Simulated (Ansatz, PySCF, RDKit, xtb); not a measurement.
**InSiH4Cl: a search for the lowest isomer**

Task: start from the formula InSiH4Cl, draw up candidate structures, narrow them down in stages, and characterise the one that lies lowest at 298.15 K.

The funnel: GFN2-xTB relaxations, single points with a density functional, relaxations at PBE-D3(BJ)/def2-SVP, harmonic vibrations, and a last energy at a higher level. All values are calculated.

6 further runs of the same task are left out: 1 that didn't finish, 5 set aside as unsound or not needed.

## (1) Drawing up candidates

A program enumerates the bonding patterns with one Lewis structure each (two rings at most, one unusual centre or charged pair), with their diastereomers. O–O, O–halogen and N–halogen bonds and N–N–N chains are not drawn. That gives 4 candidates.

| label | SMILES | spin |
| --- | --- | --- |
| c191 | Cl[SiH2][InH2] | singlet |
| c285 | Cl[SiH+][InH3-] | singlet |
| c645 | [SiH3][InH][Cl] | singlet |
| c966 | [SiH2+][InH2-][Cl] | singlet |

Candidates are built by distance geometry, with a force field where one applies, in up to four conformers (letters a to d). 6 starts with atoms placed at random are added, to find patterns that the rules miss.

**Question.** With final energies at CCSD(T)/def2-TZVP, which structure will this search put lowest in free energy, and by what margin?

| quantity | value |
| --- | --- |
| lowest structure found | [SiH3][InH][Cl], singlet, Cs |
| next finalist | Cl[SiH2][InH2], singlet, 13.0 kcal/mol higher in G |
| share at equilibrium, among the finalists | 100.0 % |
| harmonic wavenumbers, lowest and highest (PBE-D3(BJ)/def2-SVP) | 31 and 2175 cm⁻¹ |
| rotational constants, same geometry | 0.1784, 0.05796, 0.04444 cm⁻¹ |
| dipole moment (PBE0/def2-TZVPD) | 3.31 D |
| HOMO energy (PBE0/def2-TZVPD) | -7.75 eV |
| LUMO energy (PBE0/def2-TZVPD) | -2.26 eV |
| HOMO–LUMO gap (PBE0/def2-TZVPD) | 5.49 eV |
| lowest excitation (TD-B3LYP/def2-SVPD) | 4.11 eV (f = 0.002) |
| strongest of the states computed, same level | 6.41 eV (f = 0.276) |
| lowest triplet excitation, same level, Tamm-Dancoff | 3.74 eV |
| vertical ionisation energy | 9.61 eV |
| vertical electron affinity | 0.77 eV |
| vertical triplet less singlet | +3.82 eV |

The search ends on `[SiH3][InH][Cl]`. The margin of 13.0 kcal/mol over the next finalist is beyond the usual error of the last level; it says nothing of structures that weren't ranked. r2SCAN-D4/def2-SVP, PBE-D3(BJ)/def2-SVP, HF/def2-TZVP and MP2/def2-TZVP already put its bonding pattern lowest among the structures in one piece. Spin-orbit coupling, which matters for elements this heavy, is left out. A loose complex, c631, lay -12.6 kcal/mol from the best structure in one piece at the screening level; it was neither relaxed nor ranked, and may be the true minimum. Lowest found is not proven lowest: the search is finite, and each finalist counts with one conformer. Patterns outside the rules of the enumeration were met only by chance. The lowest isomer need not be the one that is made and kept in a bottle, which depends on barriers.
